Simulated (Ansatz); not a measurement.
I need a phonon calculation by linear response of CsAuF₃, space group Pm-3m. Use Ansatz 0.2.0 through its Python package. Settings: PBEsol, PAW, cutoff 450 eV, 8×8×8 k-points, Fermi-Dirac smearing of 0.1 eV.

The script reads `csauf3.extxyz`:
```text
5
Lattice="4.567677 0.0 0.0 0.0 4.567677 0.0 0.0 0.0 4.567677" Properties=species:S:1:pos:R:3 pbc="T T T"
Cs    2.28383850    2.28383850    2.28383850
Au    0.00000000    0.00000000    0.00000000
F     0.00000000    0.00000000    2.28383850
F     2.28383850    0.00000000    0.00000000
F     0.00000000    2.28383850    0.00000000
```

`dfpt_csauf3.py`:
```python
"""Zone-centre and zone-boundary phonons of CsAuF3 by linear response."""

from pathlib import Path

import ansatz as az
import numpy as np


def main() -> None:
    system = az.Crystal.from_extxyz("csauf3.extxyz")

    calculation = system.calculation()
    calculation = calculation.basis(450).occupations("fermi_dirac", width=0.1)
    calculation = calculation.functional("pbesol")
    calculation = calculation.scf(tolerance=1e-10).kpoints(8, 8, 8)
    calculation = calculation.phonons("dfpt")
    done = calculation.run(threads=1, backend="cpu", runs_dir="runs")
    ph = done.phonons

    print("Gamma modes (1/cm):", " ".join(f"{w:.1f}" for w in ph.gamma_omega_inv_cm))
    print("in meV:", " ".join(f"{w * 0.1239842:.2f}" for w in ph.gamma_omega_inv_cm))


if __name__ == "__main__":
    main()
```

```console
$ python dfpt_csauf3.py
Gamma modes (1/cm): 0.0 0.0 0.0 55.3 55.3 55.3 156.8 156.8 156.8 172.3 172.3 172.3 303.3 303.3 303.3
in meV: 0.00 0.00 0.00 6.85 6.85 6.85 19.45 19.45 19.45 21.37 21.37 21.37 37.61 37.61 37.61
```

The cell holds an odd number of electrons and is run without spin, so a magnetic state may lie lower. The cell isn't relaxed first, so the values belong to this volume. Spin-orbit coupling, which matters for elements this heavy, is left out. The structure comes from a database of computed cells and needn't be a stable or known phase. The structure is taken as given; imaginary modes can come from an unrelaxed or unstable start. Phonons of metals also depend on mesh and smearing. Hardware and time: 3.5 min on 1 thread of Arm Neoverse V1, with other jobs on the host, peak memory 1.6 GiB.
